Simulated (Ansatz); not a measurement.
# CH₇BSSi: how energies converge with the basis set

The task here is to estimate one member of a computed series from the others.

Method: one geometry, several basis sets; program: Ansatz 0.2.0, Gaussian basis.

The runs, in order: PBE0-D4/def2-SVP; ωB97M-V/def2-SVP; PBE0-D4/def2-QZVPP; ωB97M-V/def2-QZVPP; the functionals' def2-TZVPP values are taken from earlier runs.

## Structure used throughout

All runs share one geometry, relaxed beforehand with PBE0-D4 in a triple-zeta def2 set.

SMILES `BC[SiH2]S`, 11 atoms, charge 0, spin multiplicity 1.

Atoms are counted from 1 here; the program's logs count them from 0.

Bond lengths: B1–C2 1.535 Å, B1–H5 1.198 Å, B1–H6 1.198 Å, C2–Si3 1.889 Å, C2–H7 1.094 Å, C2–H8 1.095 Å, Si3–S4 2.139 Å, Si3–H9 1.485 Å, Si3–H10 1.483 Å, S4–H11 1.344 Å. Angles: C2–B1–H5 120.6°, C2–B1–H6 120.7°, H5–B1–H6 118.6°, B1–C2–Si3 108.0°, B1–C2–H7 114.9°, B1–C2–H8 114.2°, Si3–C2–H7 104.4°, Si3–C2–H8 103.9°, H7–C2–H8 110.4°, C2–Si3–S4 111.6°, C2–Si3–H9 109.7°, C2–Si3–H10 111.5°, S4–Si3–H9 110.4°, S4–Si3–H10 103.8°, H9–Si3–H10 109.7°, Si3–S4–H11 94.8°.

Set-up of the first run:

File in.yaml:

```yaml
crystal:
  periodic: [false, false, false]
  atoms:
    - {symbol: B, position_ang: [-1.059815, 1.541259, 0.012740]}
    - {symbol: C, position_ang: [-0.724353, 0.110857, -0.433055]}
    - {symbol: Si, position_ang: [0.963949, -0.341980, 0.283360]}
    - {symbol: S, position_ang: [1.648821, -2.232281, -0.446301]}
    - {symbol: H, position_ang: [-0.737073, 2.479746, -0.657545]}
    - {symbol: H, position_ang: [-1.589114, 1.745378, 1.067843]}
    - {symbol: H, position_ang: [-0.604539, -0.019094, -1.512322]}
    - {symbol: H, position_ang: [-1.394911, -0.654678, -0.028367]}
    - {symbol: H, position_ang: [0.890310, -0.356714, 1.765979]}
    - {symbol: H, position_ang: [2.013476, 0.609296, -0.156735]}
    - {symbol: H, position_ang: [0.658649, -2.938889, 0.125102]}
basis:
  gaussian: {orbitals: def2-SVP}
hamiltonian: {xc: pbe0, dispersion: d4}
output: {orbitals: {seedname: orbitals}}
```

On the command line:

```bash
ansatz run in.yaml --threads 2 --pin off --events-out ev --progress --plain --max-ram 4352MiB
```

Steps of the session up to this table: PBE0-D4 in def2-SVP; ωB97M-V in def2-SVP; PBE0-D4 in def2-QZVPP; ωB97M-V in def2-QZVPP.

One of the session's tables, all rows but one given; the rest of the session is left out.

It belongs to the step «Functionals by basis». 

```
functional       basis  HOMO (eV)  LUMO (eV)
   PBE0-D4    def2-SVP      -7.41      -1.53
   PBE0-D4  def2-TZVPP          ?          ?
   PBE0-D4  def2-QZVPP      -7.54      -1.65
   ωB97M-V    def2-SVP      -9.55       0.48
   ωB97M-V  def2-TZVPP      -9.70       0.26
   ωB97M-V  def2-QZVPP      -9.73       0.17
```

Estimate the missing values for PBE0-D4, def2-TZVPP.

As computed: HOMO (eV): -7.52; LUMO (eV): -1.63. In the column «HOMO (eV)» it lies between PBE0-D4, def2-QZVPP (-7.54) and PBE0-D4, def2-SVP (-7.41).
